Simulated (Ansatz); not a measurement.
**AgAu in Ansatz: tuning ndim**

Slab: AgAu, a slab with vacuum.

```xyz
6
Lattice="2.9152 0.0000 0.0000 -1.4576 2.5246 0.0000 0.0000 0.0000 26.8266" Properties=species:S:1:pos:R:3 pbc="T T T"
Au    0.0000    1.6831    7.5000
Ag    1.4576    0.8415    9.8653
Au    0.0000    0.0000   12.2306
Ag    0.0000    1.6831   14.5960
Au    1.4576    0.8415   16.9613
Ag    0.0000    0.0000   19.3266
```

* Program: Ansatz 0.2.0
* Task: tuning run
* Functional: r2SCAN
* Potentials or basis: Ansatz PAW
* Cutoff: 500 eV (not typed: the program's choice for these potentials)
* k mesh: 8 × 8 × 1
* Occupations: fermi-dirac, width 0.05 eV
* Spin: no spin polarisation
* Hubbard terms: Ag d U = 5.3 eV, Au d U = 3.5 eV

These are the settings of the first run; the series varies ndim, with any setting tied to it.

Hardware: 8 threads of Arm Neoverse N1.

| ndim | energy less the last converged row (meV/atom) | SCF cycles | wall time (s) | peak memory (GiB) |
| --- | --- | --- | --- | --- |
| 1 | 0.00 | 38 | 64 | 1.5 |
| 2 | 0.00 | 16 | 9.9 | 1.3 |
| 4 | 0.00 | 11 | 7.8 | 1.3 |
| 8 | 0.00 | 10 | 7.5 | 1.3 |
| 12 | 0.00 | 10 | 7.5 | 1.3 |
| 20 | 0.00 | 10 | 7.5 | 1.3 |

Fastest here: 12 (7.5 s), level within noise with 4, 8, 20; slowest of those that converged: 1 (64 s). These are single runs, one after another on one machine, so differences under about a fifth mean little.

Caveat: U without spin polarisation on a metal has little footing; the U is typed as a test and isn't derived for this compound. The run has no spin-orbit coupling, so splittings on Au are missing.
